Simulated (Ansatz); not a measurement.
This script for an atomisation energy of CH₃Al₂Cl, SMILES [Cl][Al]1[CH2][AlH]1 with Ansatz 0.2.0 through its Python package holds a mistake.

`tae_ch3al2cl.py`
```python
'''Energy to split CH3Al2Cl into its atoms.'''

from collections import Counter
import logging
import sys

import ansatz as az

logging.basicConfig(stream=sys.stdout, format='%(levelname)s %(message)s')
log = logging.getLogger('run')
log.setLevel(logging.INFO)


def energy_of(molecule, charge=0, unpaired=0):
    calc = (
        molecule.calculation()
        .basis(gaussian='def2-TZVP')
        .functional('pbe0')
        .stress()
    )
    if charge:
        calc = calc.charge(charge)
    if unpaired:
        calc = calc.spin('collinear', total=unpaired)
    report = calc.run(threads=1, backend='cpu').report
    if report['published_state_doubts']:
        print('  doubts:', report['published_state_doubts'])
    return report['free_energy_ev']


def main() -> None:
    geometry_ang = [
        ('Cl', (-2.2584, -2.5295, 1.0387)),
        ('Al', (-0.8882, -0.9411, 0.3387)),
        ('C', (0.5335, 0.3845, 0.601)),
        ('Al', (0.3099, 0.5864, -1.3352)),
        ('H', (0.2779, 1.2583, 1.2035)),
        ('H', (1.5494, -0.0448, 0.8722)),
        ('H', (0.5372, 1.2183, -2.7646)),
    ]
    mol = az.Crystal.molecule()
    for symbol, xyz in geometry_ang:
        mol = mol.atom(symbol, xyz)

    # unpaired electrons of the ground-state atoms
    unpaired = {'Cl': 1, 'Al': 1, 'C': 2, 'H': 1}
    counts = Counter(site.symbol for site in mol.cartesian_sites)
    atom_energy = {s: energy_of(az.Crystal.molecule().atom(s, (0, 0, 0)), 0, unpaired[s]) for s in counts}
    whole = energy_of(mol, 0, 0)
    for s, e in atom_energy.items():
        log.info(f'{s:2s} x{counts[s]}  {e:14.5f} eV')
    log.info(f'CH3Al2Cl: {whole:.5f} eV')
    split = sum(counts[s] * e for s, e in atom_energy.items()) - whole
    log.info(f'atomisation energy (no zero-point term): {23.060548 * split:.1f} kcal/mol, {split / sum(counts.values()):.3f} eV an atom')


if __name__ == '__main__':
    main()
```

```console
$ python tae_ch3al2cl.py
Traceback (most recent call last):
  File "tae_ch3al2cl.py", line 58, in <module>
    main()
    ~~~~^^
  File "tae_ch3al2cl.py", line 48, in main
    atom_energy = {s: energy_of(az.Crystal.molecule().atom(s, (0, 0, 0)), 0, unpaired[s]) for s in counts}
                      ~~~~~~~~~^^^^^^^^^^^^^^^^^^^^^^^^^^^^^^^^^^^^^^^^^^^^^^^^^^^^^^^^^^
  File "tae_ch3al2cl.py", line 25, in energy_of
    report = calc.run(threads=1, backend='cpu').report
             ~~~~~~~~^^^^^^^^^^^^^^^^^^^^^^^^^^
  ...
ansatz.RefusalError: invalid value for `basis.gaussian`: such a run doesn't read output.stress; remove what it names
$ echo $?
1
```
(Library frames cut from the traceback.)

Why does it end like this?

The fault: a molecule has no stress. Mended:

```diff
--- before
+++ after
@@ -18,3 +18,2 @@
         .functional('pbe0')
-        .stress()
     )
```

The mended script runs so:

```console
$ python tae_ch3al2cl.py
INFO Cl x1    -12517.16662 eV
INFO Al x2     -6591.92952 eV
INFO C  x1     -1028.73662 eV
INFO H  x3       -13.63389 eV
INFO CH3Al2Cl: -26791.62015 eV
INFO atomisation energy (no zero-point term): 483.3 kcal/mol, 2.994 eV an atom
```

Total energies depend on the basis set; only differences at equal settings carry meaning. The geometry is a force-field or estimated start, not a minimum of this method, and the basis set is short of its limit. All parts are taken at fixed geometry, without zero-point energy. Wall time of the script: 6.4 s on 1 thread of Arm Neoverse V1, on a shared host, peak memory 0.32 GiB.

(Lines on the test bed's own set-up are left out of the output.)
